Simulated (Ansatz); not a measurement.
# HfBr2: the cost of one run

Computed with Ansatz 0.2.0 (DFT PBE, scalar-relativistic, plane waves, PAW, unless a step's input says otherwise).

### Step 1. The structure to begin with

It takes space group P6/mmm (No. 191, hexagonal). Conventional cell: a = 4.091 Å, b = 4.091 Å, c = 6.459 Å, α = 90.00°, β = 90.00°, γ = 120.00°. Around Hf (site symmetry 6/mmm) lie 2 Br at 1.99 Å. Around Br (site symmetry 6mm) lie 1 Hf at 1.99 Å.

As a file:

```
Hf Br
1.0
     4.09052    0.00000    0.00000
    -2.04526    3.54249    0.00000
     0.00000    0.00000    6.45871
Hf Br
1 2
Cartesian
  0.0000 0.0000 3.2294
  0.0000 0.0000 5.2231
  0.0000 0.0000 1.2356
```

The cell is invented: random cell by space group and Wyckoff sites (P6/mmm, No. 191). The dimensions are guesses.

### Step 2. The guess as it stands, on a coarse mesh

Input file input.yaml:

```yaml
crystal:
  lattice:
    - [4.09051999, 0.0, 0.0]
    - [-2.04525999, 3.54249423, 0.0]
    - [0.0, 0.0, 6.45870597]
  atoms:
    - { symbol: Hf, position: [0.0, 0.0, 0.5] }
    - { symbol: Br, position: [0.0, 0.0, 0.80868925] }
    - { symbol: Br, position: [0.0, 0.0, 0.19131075] }
basis:
  ecutwfc: 420
kpoints:
  mp_grid: { grid: [6, 6, 4] }
hamiltonian:
  xc: pbe
scf:
  occupations: { method: gaussian, width: 0.1 }
  lower_state_search: "off"
output:
  forces: true
  stress: true
  eigenvalues: true
```

On the command line:

```bash
> ansatz run input.yaml --threads 1 --pin off --max-ram 2560MiB --backend cpu --events-out ev --progress --plain --runs-dir out
```

Q: Estimate wall time and peak memory on 1 thread of Intel Xeon Platinum 8259CL at 2.50GHz (Skylake/Cascade Lake), shared host.

About 3.9 s, with a peak of 0.42 GiB.
